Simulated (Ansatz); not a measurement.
**InHF radical: shape, modes and thermochemistry**

The task is to find a stationary geometry of InHF radical, then compute its harmonic vibrations to see whether it is a minimum and to get the zero-point energy and entropy.

Method: UKS PBE0-D4/def2-TZVP; program: Ansatz 0.2.0, Gaussian basis.

The runs, in order: relaxation at PBE-D4/def2-SVP; relaxation at PBE0-D4/def2-TZVP; harmonic vibrations at the same level.

1 further run of the same task is left out (set aside as unsound or not needed).

## (1) The starting structure

SMILES `[F][InH]`, 3 atoms, charge 0, spin multiplicity 2.

Atoms are counted from 1 here; the program's logs count them from 0.

Bond lengths: F1–In2 1.982 Å, In2–H3 1.560 Å. Angles: F1–In2–H3 109.9°.

The start is a force-field geometry with small random shifts, so a cheaper pass at PBE-D4/def2-SVP comes first. In takes the def2 core potential; no spin-orbit term is included.

## (2) Optimising with PBE-D4/def2-SVP (cheap first pass)

Contents of in.yaml:

```yaml
crystal:
  periodic: [false, false, false]
  atoms:
    - {symbol: F, position_ang: [1.064700, 0.918500, 0.673900]}
    - {symbol: In, position_ang: [-0.558200, 0.284600, -0.271700]}
    - {symbol: H, position_ang: [-0.517500, -1.267900, -0.415500]}
basis:
  gaussian: {orbitals: def2-SVP}
magnetization: {spin_polarized: true, initial_magnetization: 1}
hamiltonian: {xc: pbe, dispersion: d4}
relax: {f_tol: 0.03, max_steps: 200}
```

The log of the run, shortened:

```text
Functional definition: PBE
  name "PBE"
  cite "Perdew, Burke & Ernzerhof, Phys. Rev. Lett. 77, 3865 (1996) doi:10.1103/PhysRevLett.77.3865"
  parent pbe
[...]
522 factors; their error is unknown
[...]
mean field -7901.42799312 eV, -290.3721229671 hartree, gradient 2.7e-5 eV, S^2 0.752249; 0 other end points of the search recorded, 0 dependent functions left out
[...]
reference -7901.42803253 eV, -290.3721244154 hartree; 16, 15 occupied and 29, 30 virtual orbitals, 522 factors
relax step   1: F+E_penalty+E_count = -7901.45942193 eV  Δ(F+E_penalty+E_count) = +0.000e0 eV  max|allowed force component| = 3.385e0 eV/Å  Δτ_max = 0.0000 Å  (26 SCF iters, accepted)
[...]
relax step   3: F+E_penalty+E_count = -7901.83240818 eV  Δ(F+E_penalty+E_count) = -1.884e-2 eV  max|allowed force component| = 1.286e-1 eV/Å  Δτ_max = 0.0374 Å  (29 SCF iters, accepted)
[...]
relax step   4: F+E_penalty+E_count = -7901.83365055 eV  Δ(F+E_penalty+E_count) = -1.242e-3 eV  max|allowed force component| = 5.693e-3 eV/Å  Δτ_max = 0.0131 Å  (30 SCF iters, accepted)
522 factors; their error is unknown
mean field -7901.80303204 eV, -290.3859053931 hartree, gradient 2.0e-5 eV, S^2 0.754330; 1 other end points of the search recorded, 0 dependent functions left out
[...]
reference -7901.80307067 eV, -290.3859068128 hartree; 16, 15 occupied and 29, 30 virtual orbitals, 522 factors
Total energy: -7901.83368918 eV, -290.3870320220 hartree
Atom 0 at     1.107266     1.004606     0.706123 Å, force     0.005254     0.001393     0.002991 eV/Å
Atom 1 at    -0.533599     0.370004    -0.249271 Å, force    -0.005693     0.003608    -0.002694 eV/Å
Atom 2 at    -0.584667    -1.439409    -0.470152 Å, force     0.000438    -0.005001    -0.000297 eV/Å
Dipole moment:    -0.453890    -0.108796    -0.257148 e Å
```

It took 3.7 s on 2 threads, shared host.

Relaxation path:

```tsv
step	energy from step 1 (eV)	largest force component (eV/Å)
1	0.0000	3.3850
2	-0.3541	0.5785
3	-0.3730	0.1286
4	-0.3742	0.0057
```

Close pairs (by a distance rule), those that changed most:

```tsv
bond	before (Å)	after (Å)	change (Å)
In2–H3	1.560	1.824	+0.264
F1–In2	1.982	2.002	+0.020
```

## (3) Relaxation at PBE0-D4/def2-TZVP

Contents of in.yaml:

```yaml
crystal:
  periodic: [false, false, false]
  atoms:
    - {symbol: F, position_ang: [1.107266, 1.004606, 0.706123]}
    - {symbol: In, position_ang: [-0.533599, 0.370004, -0.249271]}
    - {symbol: H, position_ang: [-0.584667, -1.439409, -0.470152]}
basis:
  gaussian: {orbitals: def2-TZVP}
magnetization: {spin_polarized: true, initial_magnetization: 1}
hamiltonian: {xc: pbe0, dispersion: d4}
relax: {f_tol: 0.005, max_steps: 150}
```

The log of the run, shortened:

```text
Functional definition: PBE0
  name "PBE0"
  cite "Adamo & Barone, J. Chem. Phys. 110, 6158 (1999) doi:10.1063/1.478522"
  cite "Perdew, Burke & Ernzerhof, Phys. Rev. Lett. 77, 3865 (1996) doi:10.1103/PhysRevLett.77.3865"
  parent pbe
[...]
681 factors; their error is unknown
[...]
mean field -7905.43318006 eV, -290.5193108723 hartree, gradient 8.1e-5 eV, S^2 0.758730; 0 other end points of the search recorded, 0 dependent functions left out
[...]
reference -7905.43321608 eV, -290.5193121957 hartree; 16, 15 occupied and 71, 72 virtual orbitals, 681 factors
relax step   1: F+E_penalty+E_count = -7905.45865419 eV  Δ(F+E_penalty+E_count) = +0.000e0 eV  max|allowed force component| = 4.484e-1 eV/Å  Δτ_max = 0.0000 Å  (30 SCF iters, accepted)
[...]
relax step   3: F+E_penalty+E_count = -7905.47554341 eV  Δ(F+E_penalty+E_count) = -2.068e-3 eV  max|allowed force component| = 7.479e-3 eV/Å  Δτ_max = 0.0133 Å  (35 SCF iters, accepted)
[...]
relax step   4: F+E_penalty+E_count = -7905.47554671 eV  Δ(F+E_penalty+E_count) = -3.303e-6 eV  max|allowed force component| = 2.089e-5 eV/Å  Δτ_max = 0.0007 Å  (24 SCF iters, accepted)
681 factors; their error is unknown
mean field -7905.45000090 eV, -290.5199290265 hartree, gradient 5.1e-5 eV, S^2 0.757439; 1 other end points of the search recorded, 0 dependent functions left out
[...]
reference -7905.45003732 eV, -290.5199303649 hartree; 16, 15 occupied and 71, 72 virtual orbitals, 681 factors
Total energy: -7905.47558313 eV, -290.5208691563 hartree
Atom 0 at     1.088408     0.989526     0.694311 Å, force    -0.000011    -0.000021    -0.000008 eV/Å
Atom 1 at    -0.522479     0.355087    -0.244849 Å, force    -0.000005     0.000020    -0.000000 eV/Å
Atom 2 at    -0.576929    -1.409413    -0.462762 Å, force     0.000015     0.000001     0.000008 eV/Å
Dipole moment:    -0.527122    -0.126213    -0.298623 e Å
```

It took 7 s on 2 threads, shared host.

Along the way:

```tsv
step	energy from step 1 (eV)	largest force component (eV/Å)
1	0.0000	0.4484
2	-0.0148	0.2036
3	-0.0169	0.0075
4	-0.0169	0.0000
```

Distances of close pairs at the start and the end, largest changes first:

```tsv
bond	before (Å)	after (Å)	change (Å)
In2–H3	1.824	1.779	-0.045
F1–In2	2.002	1.970	-0.032
```

Mulliken charges of the relaxed molecule (report file):

```tsv
atom	value (e)
F1	-0.50
In2	0.56
H3	-0.06
```

## (4) Force constants and modes

Contents of in.yaml:

```yaml
crystal:
  periodic: [false, false, false]
  atoms:
    - {symbol: F, position_ang: [1.088408, 0.989526, 0.694311]}
    - {symbol: In, position_ang: [-0.522479, 0.355087, -0.244849]}
    - {symbol: H, position_ang: [-0.576929, -1.409413, -0.462762]}
basis:
  gaussian: {orbitals: def2-TZVP}
magnetization: {spin_polarized: true, initial_magnetization: 1}
hamiltonian: {xc: pbe0, dispersion: d4}
phonons: {temperatures: {t_min: 298.15, t_max: 900, t_step: 200}}
```

The log of the run, shortened:

```text
Functional definition: PBE0
  name "PBE0"
  cite "Adamo & Barone, J. Chem. Phys. 110, 6158 (1999) doi:10.1063/1.478522"
  cite "Perdew, Burke & Ernzerhof, Phys. Rev. Lett. 77, 3865 (1996) doi:10.1103/PhysRevLett.77.3865"
  parent pbe
[...]
681 factors; their error is unknown
[...]
mean field -7905.45000091 eV, -290.5199290271 hartree, gradient 7.7e-5 eV, S^2 0.757439; 0 other end points of the search recorded, 0 dependent functions left out
[...]
reference -7905.45003734 eV, -290.5199303656 hartree; 16, 15 occupied and 71, 72 virtual orbitals, 681 factors
[...]
681 factors; their error is unknown
mean field -7905.44995452 eV, -290.5199273221 hartree, gradient 2.3e-6 eV, S^2 0.757450; 0 other end points of the search recorded, 0 dependent functions left out
[...]
reference -7905.44999093 eV, -290.5199286602 hartree; 16, 15 occupied and 71, 72 virtual orbitals, 681 factors
[...]
mean field -7905.44998920 eV, -290.5199285966 hartree, gradient 1.7e-6 eV, S^2 0.757480; 0 other end points of the search recorded, 0 dependent functions left out
[...]
reference -7905.45002561 eV, -290.5199299346 hartree; 16, 15 occupied and 71, 72 virtual orbitals, 681 factors
[...]
681 factors; their error is unknown
mean field -7905.44998643 eV, -290.5199284950 hartree, gradient 2.3e-6 eV, S^2 0.757398; 0 other end points of the search recorded, 0 dependent functions left out
[...]
reference -7905.45002287 eV, -290.5199298339 hartree; 16, 15 occupied and 71, 72 virtual orbitals, 681 factors
Total energy: -7905.47558315 eV, -290.5208691570 hartree
Atom 0 at     1.088408     0.989526     0.694311 Å, force    -0.000017    -0.000021    -0.000012 eV/Å
Atom 1 at    -0.522479     0.355087    -0.244849 Å, force     0.000002     0.000013     0.000002 eV/Å
Atom 2 at    -0.576929    -1.409413    -0.462762 Å, force     0.000016     0.000009     0.000009 eV/Å
Dipole moment:    -0.527123    -0.126213    -0.298624 e Å
Vibrations: 402.64 555.98 1515.49 cm⁻¹, zero-point energy 0.153375 eV
```

Run time: 14 s. Hardware: 2 threads, shared host.

Motions are named by where the mode's potential energy lies. Wavenumbers, unscaled:

```tsv
mode	cm⁻¹	motion
1	403	bend
2	556	In–F stretch
3	1515	In–H stretch
```

From these modes and the moments of inertia (298.15 K, 1 bar, symmetry number 1):

```tsv
term	value
zero-point energy	3.5 kcal/mol
H(298) − E	6.2 kcal/mol
entropy, electronic degeneracy	5.8 J/(mol K)
entropy, translation	170.0 J/(mol K)
entropy, rotation	87.3 J/(mol K)
entropy, vibration	6.3 J/(mol K)
entropy, total	269.3 J/(mol K)
```

## (5) Summary of results

| quantity | value |
| --- | --- |
| point group | Cs |
| steps | 4 + 4 |
| shift from the start (rms) | 0.114 Å |
| total energy | -7905.4756 eV |
| dispersion term | -26 meV |
| dipole moment | 2.97 D |
| lowest, highest wavenumber | 403, 1515 cm⁻¹ |
| zero-point energy | 3.5 kcal/mol |
| entropy at 298.15 K | 269.3 J/(mol K) |

The relaxed geometry lies 0.11 Å (rms) from the start; the bond that changed most is In2–H3, from 1.560 to 1.779 Å. All wavenumbers are real, so the end point is a minimum. The stiffest mode, 1515 cm⁻¹, is an In–H stretch. Harmonic hybrid wavenumbers usually lie a few per cent above measured fundamentals. The largest Mulliken charge, +0.56 e, sits on In2.
